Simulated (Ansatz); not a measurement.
# C₂H₉Ge₂N, SMILES C=C[N]([GeH3])[GeH3]: a single point from an input written key by key

Computed with Ansatz 0.2.0, Python API.

The cells in order, each with its output:

**Cell 1**
```python
import ansatz as az
```

**Cell 2**
```python
DECK = """
crystal:
  periodic: [false, false, false]
  atoms:
    - { symbol: C, position_ang: [2.1507, 0.6249, 0.3934] }
    - { symbol: C, position_ang: [1.2844, -0.3832, 0.2906] }
    - { symbol: "N", position_ang: [-0.1094, -0.1965, -0.0079] }
    - { symbol: Ge, position_ang: [-1.2122, -1.6976, -0.1226] }
    - { symbol: Ge, position_ang: [-0.8996, 1.4783, -0.2927] }
    - { symbol: H, position_ang: [1.8579, 1.6558, 0.2576] }
    - { symbol: H, position_ang: [3.1884, 0.4176, 0.6207] }
    - { symbol: H, position_ang: [1.6575, -1.389, 0.441] }
    - { symbol: H, position_ang: [-1.8373, -1.7667, -1.5392] }
    - { symbol: H, position_ang: [-2.3421, -1.5847, 0.9322] }
    - { symbol: H, position_ang: [-0.3873, -2.9835, 0.1406] }
    - { symbol: H, position_ang: [-0.7228, 2.3525, 0.9748] }
    - { symbol: H, position_ang: [-0.2171, 2.1702, -1.5] }
    - { symbol: H, position_ang: [-2.4111, 1.3019, -0.5885] }
basis:
  gaussian: { orbitals: def2-SVP }
hamiltonian:
  xc: r2scan
"""
```

**Cell 3**
```python
session = az.Session.from_yaml(DECK)
data = session.plan(threads=1).execute().report
```

**Cell 4**
```python
for key in ("converged", "free_energy_ev", "reference_energy_ev", "n_frozen", "n_occupied", "n_virtual"):
    print(f"{key:22s} {data[key]}")
symbols = ["C", "C", "N", "Ge", "Ge", "H", "H", "H", "H", "H", "H", "H", "H", "H"]
field = data["mean_field"]
print("<S^2> =", round(abs(field["state"]["spin_squared"]), 4), " all-electron relativity setting:", field["relativity"])
print("passes:", field["passes"])
if "symmetry" in field:
    print("occupied orbitals by irrep:", field["symmetry"]["occupied"])
```
Output:
```text
converged              True
free_energy_ev         -116726.9347440688
reference_energy_ev    -116726.9347440688
n_frozen               0
n_occupied             [46, 46]
n_virtual              [105, 105]
<S^2> = 0.0  all-electron relativity setting: none
passes: {'evaluations': 16, 'products': 12}
occupied orbitals by irrep: [{'A': 46}, {'A': 46}]
```

The settings weren't tested for convergence. The geometry is a force-field or estimated start, not a minimum of this method, and the basis set is short of its limit. Run time: 22 s on 1 thread of Arm Neoverse N1 (shared host), peak memory 0.28 GiB.
